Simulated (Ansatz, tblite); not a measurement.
**Cu(PH3)Br (BrCuH3P): one state, many levels**

An exercise on one series of results from a longer session: the logs are not shown, and one member is left open.

Method: as each input shows; program: Ansatz 0.2.0, Gaussian basis.

Levels to be run: GFN1-xTB, GFN2-xTB, PBE-D4/def2-TZVP, r2SCAN-D4/def2-TZVP, BLYP-D4/def2-TZVP, B3LYP-D4/def2-TZVP, CAM-B3LYP-D4/def2-TZVP, HF/def2-TZVP, LDA/def2-TZVP, r2SCANh-D4/def2-TZVP, ωB97X-V/def2-TZVP, PBE-D4/def2-SVP, PBE0-D4/def2-SVP, PBE0-D4/def2-TZVPD, PBE-D4/def2-TZVPD, r2SCAN-D4/def2-TZVPD, CCSD(T)/def2-TZVPP, MP2/def2-TZVP, RPA/def2-TZVP.

## The geometry

The geometry is that of the singlet, from an earlier relaxation (PBE0-D4/def2-TZVP).

6 atoms, charge 0, spin multiplicity 1.

Bond lengths: Cu1–P2 2.171 Å, Cu1–Br6 2.224 Å, P2–H3 1.410 Å, P2–H4 1.410 Å, P2–H5 1.410 Å. Angles: P2–Cu1–Br6 179.9°, Cu1–P2–H3 119.1°, Cu1–P2–H4 119.0°, Cu1–P2–H5 119.2°, H3–P2–H4 98.4°, H3–P2–H5 98.4°, H4–P2–H5 98.4°.

Formally the metal is d10. No spin-orbit coupling is included.

PBE0-D4/def2-TZVP was run before; its log isn't repeated, and its numbers join the tables.

Set-up of the first run:

Tight binding, by tblite at 300 K electronic temperature and without a spin-polarisation term:

```python
tblite.interface.Calculator('GFN1-xTB', numbers, positions, charge=0, uhf=0).singlepoint()
```

Tight binding, by tblite at 300 K electronic temperature and without a spin-polarisation term:

```python
tblite.interface.Calculator('GFN2-xTB', numbers, positions, charge=0, uhf=0).singlepoint()
```

start.molden holds the orbitals of an earlier run on this state, given as this run's starting guess.

in.yaml reads:

```yaml
crystal:
  periodic: [false, false, false]
  atoms:
    - {symbol: Cu, position_ang: [-0.000445, 0.010292, -1.419279]}
    - {symbol: P, position_ang: [-0.000209, -0.003736, 0.751719]}
    - {symbol: H, position_ang: [1.227771, -0.109483, 1.435547]}
    - {symbol: H, position_ang: [-0.700760, -1.021961, 1.429345]}
    - {symbol: H, position_ang: [-0.526726, 1.104369, 1.445735]}
    - {symbol: Br, position_ang: [0.000360, 0.020540, -3.643057]}
basis:
  gaussian: {orbitals: def2-TZVP, initial_orbitals: start.molden}
hamiltonian: {xc: pbe, dispersion: d4}
scf: {omitted_lower_state_checks: [starts]}
output: {forces: true, orbitals: {seedname: orbitals}}
```

Started as:

```console
$ ansatz run in.yaml --threads 4 --pin off --events-out ev --progress --plain --max-ram 3916MiB
```

Among the steps run: PBE-D4/def2-TZVP; r2SCAN-D4/def2-TZVP; BLYP-D4/def2-TZVP; B3LYP-D4/def2-TZVP; CAM-B3LYP-D4/def2-TZVP; HF/def2-TZVP; LDA/def2-TZVP; r2SCANh-D4/def2-TZVP; ωB97X-V/def2-TZVP; PBE-D4/def2-SVP; PBE0-D4/def2-SVP; PBE0-D4/def2-TZVPD; PBE-D4/def2-TZVPD; r2SCAN-D4/def2-TZVPD; CCSD(T)/def2-TZVPP; MP2/def2-TZVP; RPA/def2-TZVP.

One of the session's tables, all rows but one given; the rest of the session is left out.

| level | HOMO (eV) | gap (eV) |
| --- | --- | --- |
| HF/def2-TZVP | -9.36 | 11.28 |
| LDA/def2-TZVP | -5.81 | 3.87 |
| PBE-D4/def2-SVP | -5.19 | 3.91 |
| PBE-D4/def2-TZVP | -5.64 | 3.86 |
| PBE-D4/def2-TZVPD | -5.74 | 3.82 |
| BLYP-D4/def2-TZVP | -5.47 | 3.82 |
| r2SCAN-D4/def2-TZVP | -5.86 | 4.29 |
| r2SCAN-D4/def2-TZVPD | -5.93 | 4.24 |
| r2SCANh-D4/def2-TZVP | -6.31 | 5.04 |
| B3LYP-D4/def2-TZVP | ? | ? |
| PBE0-D4/def2-SVP | -6.39 | 5.93 |
| PBE0-D4/def2-TZVP | -6.78 | 5.83 |
| PBE0-D4/def2-TZVPD | -6.86 | 5.74 |
| CAM-B3LYP-D4/def2-TZVP | -8.05 | 8.17 |
| ωB97X-V/def2-TZVP | -9.06 | 10.21 |

Estimate the missing values for B3LYP-D4/def2-TZVP.

As computed: HOMO (eV): -6.54; gap (eV): 5.38. In the column «HOMO (eV)» it lies between PBE0-D4/def2-TZVP (-6.78) and PBE0-D4/def2-SVP (-6.39).
